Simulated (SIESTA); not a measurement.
The system is Zr3Se4.

```xyz
7
Lattice="3.9435 -5.3553 0.0000 3.9435 5.3553 0.0000 0.0000 0.0000 3.7651" Properties=species:S:1:pos:R:3 pbc="T T T"
Zr    1.9717   -2.6777    0.0000
Zr    0.0000    0.0000    1.8825
Zr    1.9717    2.6777    0.0000
Se    2.0311    0.0000    0.0000
Se    3.9435    2.5261    1.8825
Se    5.8559    0.0000    0.0000
Se    3.9435   -2.5261    1.8825
```

The cell comes from a database or a generator and needn't be the stable form of this composition.

```yaml
Program: SIESTA 5.4.2
Task: single point
Functional: PBEsol
Potentials_or_basis: PseudoDojo 0.4 standard (PBEsol files)
Basis: DZP (energy shift 0.003 Ry; two zetas on semicore shells)
Grid_cutoff: 800 Ry
Energy_shift: 0.003 Ry
k_mesh: 4 × 4 × 7
Occupations: fermi-dirac, width 0.05 eV
Spin: no spin polarisation
```

On this cell: pressure -3.2 GPa; largest force 0.046 eV/Å; band gap on the k mesh none (metal or under the smearing width).

The same run follows on a disturbed copy (atoms moved at random, drawn with an rms of 0.05 Å):

```
Zr Se
1.0
     3.94350   -5.35534    0.00000
     3.94350    5.35534    0.00000
     0.00000    0.00000    3.76506
Zr Se
3 4
Direct
  0.49817 0.99796 0.01331
  0.00380 0.00931 0.48846
  0.00046 0.50279 0.00821
  0.25237 0.25464 0.99907
  0.26814 0.74199 0.48742
  0.74103 0.73585 0.00321
  0.73538 0.26035 0.50748
```

Q: What does the disturbed cell give?

A: The energy (extrapolated to zero smearing) moves by +13.8 meV/atom; pressure -2.7 GPa; largest force 0.906 eV/Å; band gap on the k mesh none (metal or under the smearing width).

Forces on the atoms (eV/Å):
```
Zr   0.215 -0.136 -0.415
Zr  -0.829 -0.236  0.213
Zr  -0.025 -0.121 -0.212
Se   0.472 -0.073 -0.147
Se  -0.469 -0.008  0.775
Se   0.430  0.407 -0.119
Se   0.205  0.166 -0.093
```

Stress tensor (GPa, compression positive):
```
-2.67  0.00 -0.30
 0.00 -3.28 -0.09
-0.30 -0.09 -2.13
```

Caveats: the basis of atomic orbitals isn't converged, which shifts pressures, moduli and gaps.
